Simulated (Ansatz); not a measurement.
From input file to script: C₂H₄AsN, SMILES N#CC[AsH2] in Ansatz 0.2.0.

```yaml
crystal:
  periodic: [false, false, false]
  atoms:
    - { symbol: "N", position_ang: [1.6904, 0.9339, 1.2781] }
    - { symbol: C, position_ang: [1.0829, 0.2272, 0.5921] }
    - { symbol: C, position_ang: [0.3141, -0.6674, -0.2761] }
    - { symbol: As, position_ang: [-1.4918, 0.0647, -0.5851] }
    - { symbol: H, position_ang: [0.8372, -0.775, -1.2485] }
    - { symbol: H, position_ang: [0.2284, -1.6631, 0.2056] }
    - { symbol: H, position_ang: [-0.9478, 1.4982, -0.8973] }
    - { symbol: H, position_ang: [-1.7134, 0.3815, 0.9312] }
basis:
  gaussian:
    orbitals: cc-pVDZ
hamiltonian:
  xc: b3lyp
output:
  orbitals: {}
  forces: true
```

Script `c2h4asn_energy.py`:
```python
# -*- coding: utf-8 -*-
'''Single point of C2H4AsN in a Gaussian basis.'''

from pathlib import Path
import argparse

import ansatz as az
import numpy as np

parser = argparse.ArgumentParser(description='Single point of C2H4AsN in a Gaussian basis.')
parser.add_argument('--basis-set', required=True, help='basis')
parser.add_argument('--xc', required=True, help='exchange-correlation functional')
args = parser.parse_args()

geometry_ang = [
    ('N', (1.6904, 0.9339, 1.2781)),
    ('C', (1.0829, 0.2272, 0.5921)),
    ('C', (0.3141, -0.6674, -0.2761)),
    ('As', (-1.4918, 0.0647, -0.5851)),
    ('H', (0.8372, -0.775, -1.2485)),
    ('H', (0.2284, -1.6631, 0.2056)),
    ('H', (-0.9478, 1.4982, -0.8973)),
    ('H', (-1.7134, 0.3815, 0.9312)),
]
c2h4asn = az.Crystal.molecule()
for symbol, xyz in geometry_ang:
    c2h4asn = c2h4asn.atom(symbol, xyz)

model = (
    c2h4asn.calculation()
    .basis(gaussian=args.basis_set)
    .functional(args.xc)
    .forces()
    .orbitals()
)
outcome = model.run(runs_dir='runs')
report = outcome.report

for key in ('converged', 'free_energy_ev', 'reference_energy_ev', 'n_frozen', 'n_occupied', 'n_virtual'):
    print(f'{key:22s} {report[key]}')

symbols = [site.symbol for site in c2h4asn.cartesian_sites]
forces = np.array(report['forces_ev_ang'])
print('largest force', round(float(np.linalg.norm(forces, axis=1).max()), 4), 'eV/A, rms', round(float(np.sqrt((forces ** 2).mean())), 4))

charges = report['charge_distribution']
print('dipole moment', round(4.803205 * float(np.linalg.norm(charges['dipole_moment_e_ang'])), 3), 'D')
print('Mulliken:', [(s, round(q, 3)) for s, q in zip(symbols, charges['mulliken_charges_e'])])

lines = Path(report['orbitals_path']).read_text().splitlines()
field_of = lambda key: [line.split('=')[1].strip() for line in lines if line.startswith(key)]
orbitals = [(27.211386 * float(e), s, float(n)) for e, s, n in zip(field_of('Ene='), field_of('Spin='), field_of('Occup='))]
homo = max(e for e, _, n in orbitals if n > 0.5)
lumo = min(e for e, _, n in orbitals if n < 0.5)
print(f'HOMO {homo:.3f} eV, LUMO {lumo:.3f} eV, gap {lumo - homo:.3f} eV')
```

Running `python c2h4asn_energy.py --basis-set cc-pVDZ --xc b3lyp` prints:
```text
converged              True
free_energy_ev         -64470.17770378448
reference_energy_ev    -64470.17770378448
n_frozen               0
n_occupied             [28, 28]
n_virtual              [61, 61]
largest force 1.0391 eV/A, rms 0.4271
dipole moment 3.356 D
Mulliken: [('N', -0.101), ('C', -0.103), ('C', -0.135), ('As', 0.183), ('H', 0.09), ('H', 0.09), ('H', -0.011), ('H', -0.011)]
HOMO -7.573 eV, LUMO -0.428 eV, gap 7.144 eV
```

What to keep in mind:
- Total energies depend on the basis set; only differences at equal settings carry meaning.
- The geometry is a force-field or estimated start, not a minimum of this method, and the basis set is short of its limit.
- Levels such as HOMO and LUMO are orbital energies: with these approximate functionals they aren't the ionisation energy and electron affinity, and their gap isn't the fundamental gap.
- Timing: 2.7 s on 1 thread of Intel(R) Xeon(R) 6975P-C (Granite Rapids), with other jobs on the host, peak memory 0.26 GiB.

(A comment or docstring line of the script was reworded after the run, the code is as it ran; lines on the test bed's own set-up are left out of the output.)
